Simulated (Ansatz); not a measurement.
**C₂H₇GaO₂: a ladder of functionals and wavefunction methods**

One table from this session's results is given with a row withheld; the runs are named, their logs left out.

Computed with Ansatz 0.2.0, Gaussian basis. Level: functionals in def2-TZVPP, the program's frozen cores in correlated methods.

The runs, in order: LDA (SPW92), PBE-D4, revPBE-D4, BLYP-D4, r2SCAN-D4, B97M-V, PBE0-D4, B3LYP-D4, r2SCANh-D4, r2SCAN0-D4, HSE06-D4, BHLYP-D4, CAM-B3LYP-D4, LC-ωPBE, ωB97X-V, ωB97M-V, B2PLYP, PBE-QIDH; CCSD(T)/def2-SVP; CCSD(T)/def2-TZVPP; MP2/def2-QZVPP; extrapolation to the limit; RPA on PBE.

**The relaxed structure**

The geometry comes from an earlier relaxation with PBE0-D4 in a triple-zeta def2 set; it is a stationary point, not always the lowest conformer.

SMILES `C[CH2][Ga]([OH])[OH]`, 12 atoms, charge 0, spin multiplicity 1.

Atoms are counted from 1 here; the program's logs count them from 0.

Bond lengths: C1–C2 1.524 Å, C1–H6 1.094 Å, C1–H7 1.092 Å, C1–H8 1.092 Å, C2–Ga3 1.952 Å, C2–H9 1.094 Å, C2–H10 1.094 Å, Ga3–O4 1.793 Å, Ga3–O5 1.792 Å, O4–H11 0.959 Å, O5–H12 0.959 Å. Angles: C2–C1–H6 111.1°, C2–C1–H7 111.8°, C2–C1–H8 111.8°, H6–C1–H7 107.6°, H6–C1–H8 107.5°, H7–C1–H8 106.8°, C1–C2–Ga3 114.5°, C1–C2–H9 111.2°, C1–C2–H10 111.2°, Ga3–C2–H9 107.0°, Ga3–C2–H10 107.0°, H9–C2–H10 105.5°, C2–Ga3–O4 120.6°, C2–Ga3–O5 121.9°, O4–Ga3–O5 117.5°, Ga3–O4–H11 115.4°, Ga3–O5–H12 115.3°.

The first run:

in.yaml

```yaml
crystal:
  periodic: [false, false, false]
  atoms:
    - {symbol: C, position_ang: [-0.316253, 0.142359, 1.823613]}
    - {symbol: C, position_ang: [0.626481, 0.546409, 0.695757]}
    - {symbol: Ga, position_ang: [0.123667, -0.137640, -1.062184]}
    - {symbol: O, position_ang: [-1.336620, -1.159155, -1.260722]}
    - {symbol: O, position_ang: [1.088526, 0.222174, -2.528686]}
    - {symbol: H, position_ang: [0.016010, 0.552812, 2.781516]}
    - {symbol: H, position_ang: [-0.375412, -0.942617, 1.932985]}
    - {symbol: H, position_ang: [-1.333708, 0.498220, 1.648087]}
    - {symbol: H, position_ang: [1.647336, 0.204226, 0.892218]}
    - {symbol: H, position_ang: [0.694665, 1.635190, 0.608264]}
    - {symbol: H, position_ang: [-1.513688, -1.455019, -2.155201]}
    - {symbol: H, position_ang: [0.755997, -0.162159, -3.341645]}
basis:
  gaussian: {orbitals: def2-TZVPP}
hamiltonian: {xc: lda}
output: {orbitals: {seedname: orbitals}}
```

Among the steps run: LDA; PBE-D4 (GGA); revPBE-D4 (GGA); BLYP-D4 (GGA); r2SCAN-D4 (meta-GGA); B97M-V (meta-GGA); PBE0-D4 (hybrid); B3LYP-D4 (hybrid); r2SCANh-D4 (hybrid); r2SCAN0-D4 (hybrid); HSE06-D4 (hybrid); BHLYP-D4 (hybrid); CAM-B3LYP-D4 (range-separated); LC-ωPBE-D4 (range-separated; the results give it without D4); ωB97X-V (range-separated); ωB97M-V (range-separated); B2PLYP (double hybrid); PBE-QIDH (double hybrid).

One of the session's tables, all rows but one given; the rest of the session is left out.

It belongs to the step «Frontier levels by functional». 

| functional | HOMO (eV) | gap (eV) |
| --- | --- | --- |
| LDA (SPW92) | -7.01 | 5.68 |
| PBE-D4 | -6.79 | 5.68 |
| revPBE-D4 | -6.71 | 5.72 |
| BLYP-D4 | -6.69 | 5.57 |
| r2SCAN-D4 | -7.17 | 6.50 |
| B97M-V | -7.22 | 6.24 |
| PBE0-D4 | -8.24 | 8.02 |
| B3LYP-D4 | -8.05 | 7.46 |
| r2SCANh-D4 | -7.70 | 7.32 |
| r2SCAN0-D4 | -8.41 | 8.46 |
| HSE06-D4 | ? | ? |
| BHLYP-D4 | -9.42 | 9.89 |
| CAM-B3LYP-D4 | -9.63 | 10.22 |
| LC-ωPBE | -10.97 | 12.91 |
| ωB97X-V | -10.60 | 12.31 |
| ωB97M-V | -10.48 | 11.86 |

**Question.** Estimate the row for HSE06-D4.

As computed: HOMO (eV): -7.84; gap (eV): 7.24. In the column «HOMO (eV)» it lies between B3LYP-D4 (-8.05) and r2SCANh-D4 (-7.70).
